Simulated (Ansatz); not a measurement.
# OsC2: the cost of one run

Computed with Ansatz 0.2.0 (DFT PBE, scalar-relativistic, plane waves, PAW, unless a step's input says otherwise).

### 1 The structure to begin with

It takes space group P6_3/mmc (No. 194, hexagonal). The conventional cell has a = 2.513 Å, b = 2.513 Å, c = 9.774 Å, α = 90.00°, β = 90.00°, γ = 120.00°. Around Os (site symmetry -6m2) lie 6 C at 1.88 Å. Around C (site symmetry 3m) lie 3 Os at 1.88 Å.

Structure file:

```cif
data_structure
_symmetry_space_group_name_H-M 'P6_3/mmc'
_symmetry_Int_Tables_number 194
_cell_length_a 2.5129
_cell_length_b 2.5129
_cell_length_c 9.7743
_cell_angle_alpha 90.000
_cell_angle_beta 90.000
_cell_angle_gamma 120.000
_cell_volume 53.45
loop_
_atom_site_label
_atom_site_type_symbol
_atom_site_symmetry_multiplicity
_atom_site_Wyckoff_symbol
_atom_site_fract_x
_atom_site_fract_y
_atom_site_fract_z
_atom_site_occupancy
Os1 Os 2 c 0.33333 0.66667 0.25000 1
C1 C 4 f 0.33333 0.66667 0.62750 1
```

This is candidate A: 2H molybdenite type (P6_3/mmc, No. 194).

(A quick probe on a coarse mesh, which set the mesh and smearing, is not shown.)

### 3 A loose first relaxation (candidate A)

File input.yaml:

```yaml
crystal:
  lattice:
    - [2.5129339397, 0.0, 0.0]
    - [-1.2564669698, 2.1762646298, 0.0]
    - [0.0, 0.0, 9.7742825479]
  atoms:
    - { symbol: Os, position: [0.3333333333, 0.6666666667, 0.25] }
    - { symbol: Os, position: [0.6666666667, 0.3333333333, 0.75] }
    - { symbol: C, position: [0.3333333333, 0.6666666667, 0.6275] }
    - { symbol: C, position: [0.6666666667, 0.3333333333, 0.1275] }
    - { symbol: C, position: [0.3333333333, 0.6666666667, 0.8725] }
    - { symbol: C, position: [0.6666666667, 0.3333333333, 0.3725] }
basis:
  ecutwfc: 420
kpoints:
  mp_grid: { grid: [6, 6, 2] }
hamiltonian:
  xc: pbe
scf:
  occupations: { method: gaussian, width: 0.1 }
  lower_state_search: "off"
output:
  forces: true
  stress: true
  eigenvalues: true
relax:
  adjacent_minimum: "off"
  f_tol: 0.04
  max_steps: 70
  cell: { stress_tol: 0.4 }
```

Run with:

```console
$ ansatz run input.yaml --threads 1 --pin off --max-ram 2560MiB --backend cpu --events-out ev --progress --plain --runs-dir out
```

What time and memory should one allow on 1 thread of Arm Neoverse V2, shared host?

About 30 s, with a peak of 0.36 GiB.
